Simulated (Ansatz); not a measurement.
# FW: the cost of one run

Method: def2-TZVPP, core rule «outside noble gas», up to 5 orbitals frozen; program: Ansatz 0.2.0, Gaussian basis.

The runs, in order: UHF; CCSD(T) on ROHF; CCSD(T) on UHF; CCSDT(Q) on ROHF; CCSDT(Q) on UHF.

7 further runs of the same task are left out: 4 for a known fault of the program, 3 set aside as unsound or not needed.

### Step 1. The geometry

The geometry is a PBE0/def2-TZVP stationary point (not a proven minimum) of the parent state, kept for this charge and spin. No spin-orbit coupling is included. Elements past krypton take def2 core potentials.

2 atoms, charge 1, spin multiplicity 3.

Atoms are counted from 1 here; the program's logs count them from 0.

Bond lengths: W1–F2 1.786 Å.

Coordinates:

```
W     0.0000    0.0000    0.0000
F     0.0000    0.0000    1.7862
```

### Step 2. UHF

File in.yaml:

```yaml
crystal:
  periodic: [false, false, false]
  atoms:
    - {symbol: W, position_ang: [0.000000, 0.000000, 0.000000]}
    - {symbol: F, position_ang: [0.000000, 0.000000, 1.786200]}
basis:
  gaussian: {orbitals: def2-TZVPP}
total_charge: 1
magnetization: {spin_polarized: true, initial_magnetization: 2}
hamiltonian: {xc: hf}
output: {orbitals: {seedname: orbitals}}
```

Run with:

```sh
$ ansatz run in.yaml --threads 1 --pin off --events-out ev --progress --plain --max-ram 4096MiB --backend cpu
```

Q: Estimate wall time and peak memory on 1 thread of AMD EPYC 7R13, shared host.

About 13 s, with a peak of 0.28 GiB.
